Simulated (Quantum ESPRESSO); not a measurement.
# C2OH2: relaxation of the atoms with PBE+D3

C2OH2, in a box:

```
CELL_PARAMETERS angstrom
12.00000 0.00000 0.00000
0.00000 12.00000 0.00000
0.00000 0.00000 11.00000
ATOMIC_POSITIONS crystal
C 0.46573 0.51273 0.46968
C 0.54049 0.45367 0.52725
O 0.60663 0.40140 0.57817
H 0.39554 0.47137 0.42801
H 0.47517 0.60210 0.46458
```

```
Program                    : Quantum ESPRESSO 7.5
Task                       : relaxation of the atoms
Functional                 : PBE
Dispersion                 : D3
Potentials or basis        : Ansatz NC SR PBE
Cutoff                     : 1238 eV
Density cutoff             : 4952 eV
k mesh                     : 1 × 1 × 1
Occupations                : fixed
Spin                       : no spin polarisation
Boundary across the vacuum : mt
Mixing beta                : 0.5
Most SCF iterations        : 120
SCF threshold              : 1e-09 Ry
Most ionic steps           : 40
Forc conv thr              : 0.0004 Ry/bohr
Etot conv thr              : 1e-05 Ry
Ion dynamics               : bfgs
Assume isolated            : mt
```

- Energy gained by relaxing: 2.3 meV/atom
- Ionic steps: 9
- Largest force after relaxing: 0.005 eV/Å
- Gap between the frontier levels: 3.70 eV

Forces in eV/Å, atoms in the order of the input:
```
C    0.001 -0.001  0.001
C    0.003 -0.003  0.002
O   -0.002  0.001 -0.001
H   -0.003 -0.001 -0.001
H    0.000  0.003  0.000
```

Step by step:
| step | energy change (eV) | largest force (eV/Å) |
| --- | --- | --- |
| 1 | 0.0000 | 1.3149 |
| 2 | 0.0401 | 3.6264 |
| 3 | -0.0068 | 0.5672 |
| 4 | -0.0094 | 0.5261 |
| 5 | -0.0114 | 0.0518 |
| 6 | -0.0115 | 0.0332 |
| 7 | -0.0116 | 0.0233 |
| 8 | -0.0116 | 0.0175 |
| 9 | -0.0117 | 0.0048 |

Final structure:
```
CELL_PARAMETERS angstrom
12.00000 0.00000 0.00000
0.00000 12.00000 0.00000
0.00000 0.00000 11.00000
ATOMIC_POSITIONS crystal
C 0.46557 0.51286 0.46956
C 0.54074 0.45346 0.52744
O 0.60762 0.40062 0.57894
H 0.39486 0.47158 0.42753
H 0.47476 0.60275 0.46423
```

Levels at points of the mesh, in eV from the valence-band top:
| k point | band 6 | band 7 | band 8 | band 9 | band 10 | band 11 |
| --- | --- | --- | --- | --- | --- | --- |
| (0.00, 0.00, 0.00) | -5.05 | -4.10 | 0.00 | 3.70 | 5.29 | 6.09 |

Run time: 7.1 min on 1 thread of Intel(R) Xeon(R) Platinum 8259CL CPU @ 2.50GHz (Skylake/Cascade Lake), with other jobs on the host, peak memory 0.89 GiB.

Caveat: this is a molecule in a periodic box, so the gap is that between its Kohn-Sham HOMO and LUMO and the box isn't a crystal. PBE gaps usually lie below the measured ones, often by a third to a half.
